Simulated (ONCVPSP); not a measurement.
# An ONCV potential for Ho, from input to tests

Aim: build the potential from the settings below, then test how well it stands in for the atom: other configurations, scattering, ghost states and the plane-wave cutoff that it needs.

Method: ONCVPSP 4.0.1.1 (patched build), PBE, scalar-relativistic.

## Step 1: Settings

The settings as typed:

```json
{
 "element": "holmium (Ho, Z = 67)",
 "type": "optimised norm-conserving Vanderbilt (ONCV)",
 "frozen core": "[Kr] 4d10",
 "valence charge": "21",
 "reference configuration": "4f11 5s2 5p6 6s1.5 (charge +0.5)",
 "partial waves": "5s+6s: rc 2.35 bohr, ncon 3, nbas 6, qcut 5.9 1/bohr, 2 projectors; 5p: rc 2.10 bohr, ncon 4, nbas 7, qcut 8.1 1/bohr, 1 projector; d scattering state at 0.19 Ha: rc 2.00 bohr, ncon 3, nbas 6, qcut 4.7 1/bohr, 2 projectors, debl 3.7 Ha; 4f: rc 0.70 bohr, ncon 4, nbas 7, qcut 15.5 1/bohr, 2 projectors, debl 1.9 Ha",
 "local potential": "polynomial inside 0.55 bohr (lpopt 1, dvloc0 0 Ha)",
 "core correction": "polynomial model core, fcfact 0.45"
}
```

## Step 2: Generation

File Ho.dat:

```
# ATOM AND REFERENCE CONFIGURATION
# atsym  z   nc   nv     iexc    psfile
  Ho 67.00    9    4        4      upf
#
#   n    l    f
    1    0    2.00
    2    0    2.00
    2    1    6.00
    3    0    2.00
    3    1    6.00
    3    2   10.00
    4    0    2.00
    4    1    6.00
    4    2   10.00
    4    3   11.00
    5    0    2.00
    5    1    6.00
    6    0    1.50
#
# PSEUDOPOTENTIAL AND OPTIMIZATION
# lmax
    3
#
#   l,   rc,      ep,       ncon, nbas, qcut
    0    2.35    0.00    3    6    5.90
    1    2.10    0.00    4    7    8.10
    2    2.00    0.19    3    6    4.70
    3    0.70    0.00    4    7   15.50
#
# LOCAL POTENTIAL
# lloc, lpopt,  rc(5),   dvloc0
    4    1    0.55    0.00
#
# VANDERBILT-KLEINMAN-BYLANDER PROJECTORs
# l, nproj, debl
    0    2    1.10
    1    1    2.20
    2    2    3.70
    3    2    1.90
#
# MODEL CORE CHARGE
# icmod, fcfact, rcfact
    1    0.45    0.00
#
# LOG DERIVATIVE ANALYSIS
# epsh1, epsh2, depsh
   -3.00    5.00    0.02
#
# OUTPUT GRID
# rlmax, drl
    6.00    0.01
#
# TEST CONFIGURATIONS
# ncnf
    4
# nvcnf
#   n    l    f
    4
    4    3   11.00
    5    0    2.00
    5    1    6.00
    6    0    2.00
#
    4
    4    3   11.00
    5    0    2.00
    5    1    6.00
    6    0    1.00
#
    4
    4    3   11.00
    5    0    2.00
    5    1    6.00
    6    0    0.00
#
    4
    4    3   10.00
    5    0    2.00
    5    1    6.00
    6    0    2.00
#
```

Command:

```console
$ oncvpsp.x < Ho.dat > Ho.out
```

Q: Predict the outcome of this session. Wanted: cutoffs for 1 and 0.1 mHa per electron, occupied waves; bound ghosts; GHOST(+) flags; largest miss of a reference level; largest phase difference near zero energy, channels read; rms error of d²Exc/dn², without and with the model core; projector energies reset by the program.

**Answer**, as computed:

| quantity | value |
| --- | --- |
| cutoffs for 1 and 0.1 mHa per electron, occupied waves | 431 Ha and 605 Ha |
| bound ghosts | s at -687.16 eV, p at -413.10 eV |
| GHOST(+) flags | s at 66 eV, d at 75 eV, f at 5308 eV |
| largest miss of a reference level | 11 meV (4f) |
| largest phase difference near zero energy, channels read | 0.019 rad |
| rms error of d²Exc/dn², without and with the model core | 6.14 and 2.14 mHa |
| projector energies reset by the program | d: 0.050, 3.750 Ha |

**Reading.** A bound ghost (s, p) makes it unfit for use: electrons can fall into a state that the atom doesn't have. By its cutoff, 431 Ha for the looser tolerance, it is very hard. At the looser tolerance the 4f wave is the slowest; 5p needs 17 Ha. Near zero energy the phases of the channels with partial waves agree within 0.019 rad. The program also flags highly localised states, GHOST(+) (s, d, f). These are tests on the free atom; a crystal test is still owed.
